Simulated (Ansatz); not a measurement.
Which YAML input does this script hand to the engine? (the Python package of Ansatz (0.2.0))

`energy_c2h3bf3.py`
```python
"""Electronic structure of the C2H3BF3 molecule."""

import sys

import ansatz as az
import numpy as np

geometry = (
    az.Crystal.molecule()
    .atom("B", (1.6716, -0.1683, 0.0691))
    .atom("C", (0.2429, 0.5338, 0.1565))
    .atom("C", (-0.8981, -0.4784, 0.051))
    .atom("F", (-0.8401, -1.1454, -1.1608))
    .atom("F", (-2.107, 0.1878, 0.1343))
    .atom("F", (-0.8243, -1.3974, 1.084))
    .atom("H", (2.4258, 0.12, -0.7932))
    .atom("H", (0.1723, 1.0724, 1.125))
    .atom("H", (0.157, 1.2755, -0.6659))
)

calc = (
    geometry.calculation()
    .basis(gaussian="def2-SVP")
    .functional(az.LibraryFunctional("wB97X"))
    .spin("collinear", total=1)
    .forces()
)
try:
    summary = calc.run(threads=1, pin="off").report
except az.AnsatzError as error:
    sys.exit(f"{type(error).__name__}: {error}")

for key in ("converged", "free_energy_ev", "reference_energy_ev", "n_frozen", "n_occupied", "n_virtual"):
    print(f"{key:22s} {summary[key]}")

field = summary["mean_field"]
print("<S^2> =", round(abs(field["state"]["spin_squared"]), 4), " all-electron relativity setting:", field["relativity"])
print("passes:", field["passes"])
if "symmetry" in field:
    print("occupied orbitals by irrep:", field["symmetry"]["occupied"])

symbols = [site.symbol for site in geometry.cartesian_sites]
print("forces (eV/A)")
for symbol, f in zip(symbols, summary["forces_ev_ang"]):
    print(f"  {symbol:2s} {f[0]:9.4f} {f[1]:9.4f} {f[2]:9.4f}")

charges = summary["charge_distribution"]
dipole = np.array(charges["dipole_moment_e_ang"]) * 4.803205
print("dipole (D): {:.3f} {:.3f} {:.3f}, length {:.3f}".format(*dipole, np.linalg.norm(dipole)))
print("atom  Mulliken   Lowdin")
for symbol, m, l in zip(symbols, charges["mulliken_charges_e"], charges["lowdin_charges_e"]):
    print(f"{symbol:4s} {m:9.3f} {l:8.3f}")
```

```console
$ python energy_c2h3bf3.py
converged              True
free_energy_ev         -10936.490808193852
reference_energy_ev    -10936.490808193852
n_frozen               0
n_occupied             [24, 23]
n_virtual              [75, 76]
<S^2> = 0.7516  all-electron relativity setting: none
passes: {'evaluations': 22, 'products': 27}
occupied orbitals by irrep: [{'A': 24}, {'A': 23}]
forces (eV/A)
  B    -0.9806    0.2103    0.1628
  C     0.2186   -0.6185   -0.1453
  C    -0.1927    0.3474    0.4044
  F    -0.3669    0.7480    1.9574
  F     1.4540   -1.5018   -0.2126
  F    -0.5194    1.2097   -1.8619
  H     0.7699    0.0287   -0.3426
  H    -0.1538   -0.2040   -0.2084
  H    -0.2292   -0.2199    0.2462
dipole (D): 1.115 1.966 -0.083, length 2.262
atom  Mulliken   Lowdin
B        0.065    0.024
C       -0.166   -0.099
C        0.534   -0.188
F       -0.201    0.071
F       -0.202    0.061
F       -0.194    0.074
H       -0.014   -0.044
H        0.096    0.058
H        0.081    0.042
```

`input.yaml`:
```yaml
crystal:
  periodic: [false, false, false]
  atoms:
    - { symbol: B, position_ang: [1.6716, -0.1683, 0.0691] }
    - { symbol: C, position_ang: [0.2429, 0.5338, 0.1565] }
    - { symbol: C, position_ang: [-0.8981, -0.4784, 0.051] }
    - { symbol: F, position_ang: [-0.8401, -1.1454, -1.1608] }
    - { symbol: F, position_ang: [-2.107, 0.1878, 0.1343] }
    - { symbol: F, position_ang: [-0.8243, -1.3974, 1.084] }
    - { symbol: H, position_ang: [2.4258, 0.12, -0.7932] }
    - { symbol: H, position_ang: [0.1723, 1.0724, 1.125] }
    - { symbol: H, position_ang: [0.157, 1.2755, -0.6659] }
basis:
  gaussian: { orbitals: def2-SVP }
hamiltonian:
  xc: { name: wB97X }
magnetization:
  spin_polarized: true
  initial_magnetization: 1.0
output:
  forces: true
```

Launched from the shell:
```console
$ ansatz run input.yaml --threads 1 --pin off --max-ram 4096MiB --backend cpu --events-out ev --progress --plain --runs-dir out
Engine: ansatz 0.2.0, aarch64-unknown-linux-gnu
Functional definition: wB97X
  parameter omega = 0.3/bohr
  parameter cx = 0.157706
  parameter cx1 = 0.726479
  parameter cx2 = 1.04760
  parameter cx3 = -5.70635
  parameter cx4 = 13.2794
  parameter css1 = -4.33879
  parameter css2 = 18.2308
  parameter css3 = -31.7430
  parameter css4 = 17.2901
  parameter cos1 = 2.37031
  parameter cos2 = -11.3995
  parameter cos3 = 6.58405
  parameter cos4 = -3.78132
  exchange = spin_sum(e_x_unif_sr(omega)*poly(b97_u_x, 1 - cx, cx1, cx2, cx3, cx4)) + cx*exact_x_sr(omega)
      + exact_x_lr(omega)
  correlation = spin_sum(e_c_pw_same_spin*poly(b97_u_same, 1, css1, css2, css3, css4))
      + integral(e_c_pw_opposite_spin*poly(b97_u_opposite, 1, cos1, cos2, cos3, cos4))
976 factors; integrals over basis functions are off by at most 1.4e-3 eV
232 factors; integrals over basis functions are off by at most 1.2e-5 eV
mean field evaluation 1: about -10932.0528 eV, gradient 3.3e1 eV
mean field evaluation 2: about -10932.9883 eV, gradient 3.3e1 eV
mean field evaluation 4: about -10936.3329 eV, gradient 1.2e0 eV
mean field evaluation 8: about -10936.4908 eV, gradient 4.4e-2 eV
mean field evaluation 16: about -10936.4908 eV, gradient 9.6e-4 eV
mean field -10936.49082623 eV, -401.9086248442 hartree, gradient 6.2e-5 eV, S^2 0.751569; 2 other end points of the search recorded, 0 dependent functions left out
the calculation of the forces begins
reference -10936.49080819 eV, -401.9086241814 hartree; 24, 23 occupied and 75, 76 virtual orbitals, 976 factors
Total energy: -10936.49080819 eV, -401.9086241814 hartree
Atom 0 at     1.671600    -0.168300     0.069100 Å, force    -0.980618     0.210298     0.162792 eV/Å
Atom 1 at     0.242900     0.533800     0.156500 Å, force     0.218640    -0.618453    -0.145339 eV/Å
Atom 2 at    -0.898100    -0.478400     0.051000 Å, force    -0.192653     0.347383     0.404402 eV/Å
Atom 3 at    -0.840100    -1.145400    -1.160800 Å, force    -0.366874     0.747959     1.957393 eV/Å
Atom 4 at    -2.107000     0.187800     0.134300 Å, force     1.453995    -1.501767    -0.212583 eV/Å
Atom 5 at    -0.824300    -1.397400     1.084000 Å, force    -0.519401     1.209685    -1.861945 eV/Å
Atom 6 at     2.425800     0.120000    -0.793200 Å, force     0.769912     0.028744    -0.342576 eV/Å
Atom 7 at     0.172300     1.072400     1.125000 Å, force    -0.153781    -0.203962    -0.208388 eV/Å
Atom 8 at     0.157000     1.275500    -0.665900 Å, force    -0.229221    -0.219887     0.246244 eV/Å
Dipole moment:     0.232179     0.409297    -0.017240 e Å
```

Notes:
- Total energies depend on the basis set; only differences at equal settings carry meaning.
- The geometry is a force-field or estimated start, not a minimum of this method, and the basis set is short of its limit.
- The species is open-shell (spin multiplicity 2).
- The Löwdin charges here are taken after orthogonalising the functions within each atom; they differ from plain Löwdin charges, and their signs can be unphysical.
- Hardware and time: 21 s on 1 thread of Arm Neoverse V1, on a shared host, peak memory 0.45 GiB.

(Lines on the test bed's own set-up are left out of the output.)
